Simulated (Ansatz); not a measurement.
What does this script print? It uses Ansatz's Python interface.

`geh4osi.py`:
```python
"""Basis-set convergence for GeH4OSi."""

import warnings

import ansatz as az

params = {
    "functional": "hf",
}

GEOMETRY = """
O    -0.73630   -0.56240    0.74140
Si   -0.66460   -0.24190   -0.94860
Ge    0.77020    0.33850    0.72510
H    -0.29580   -1.47790   -1.66980
H    -1.60290    0.79630   -1.39460
H     0.63610    1.74470    1.39900
H     1.95450   -0.66540    1.10180
"""


def main() -> None:
    warnings.simplefilter("ignore", az.DeckWarning)

    mol = az.Crystal.molecule()
    for line in GEOMETRY.strip().splitlines():
        symbol, *xyz = line.split()
        mol = mol.atom(symbol, [float(v) for v in xyz])

    base = (
        mol.calculation()
        .functional(params["functional"])
        .scf(lower_state_search="off")
    )

    energies = {}
    for basis in ["def2-SVP", "def2-SVPD", "def2-TZVP", "def2-TZVPP"]:
        rep = base.basis(gaussian=basis).run().report
        size = rep["n_frozen"] + rep["n_occupied"][0] + rep["n_virtual"][0]
        energies[basis] = (rep["reference_energy_ev"] / 27.211386246, rep["free_energy_ev"] / 27.211386246)
        print(f"{basis:14s} {size:4d} orbitals  reference {energies[basis][0]:14.6f} Ha  total {energies[basis][1]:14.6f} Ha")

    last = energies["def2-TZVPP"][1]
    for basis, (_, total) in energies.items():
        print(f"{basis:14s} lies {27.211386 * (total - last):9.4f} eV above def2-TZVPP")


if __name__ == "__main__":
    main()
```

```console
$ python geh4osi.py
def2-SVP         84 orbitals  reference   -2441.044369 Ha  total   -2441.044369 Ha
def2-SVPD       117 orbitals  reference   -2441.056691 Ha  total   -2441.056691 Ha
def2-TZVP       140 orbitals  reference   -2441.516628 Ha  total   -2441.516628 Ha
def2-TZVPP      177 orbitals  reference   -2441.517400 Ha  total   -2441.517400 Ha
def2-SVP       lies   12.8718 eV above def2-TZVPP
def2-SVPD      lies   12.5365 eV above def2-TZVPP
def2-TZVP      lies    0.0210 eV above def2-TZVPP
def2-TZVPP     lies    0.0000 eV above def2-TZVPP
```

Against def2-SVP: def2-SVPD -12.3 mHa, def2-TZVP -472.3 mHa and def2-TZVPP -473.0 mHa. The last step alone is -0.77 mHa (these two sets differ little on atoms other than hydrogen). From the first set to the last the time grows from 0.5 to 1.2 s.

What to keep in mind:
- These settings explore the input space; basis and method may be short of convergence.
- The geometry is a force-field or estimated start, not a minimum of this method, and the last set is no limit. Much of the fall in a total is atomic energy, which cancels in bond and reaction energies.
- It ran for 3.8 s on 1 thread of Intel(R) Xeon(R) 6975P-C (Granite Rapids), on a shared host, peak memory 0.36 GiB.
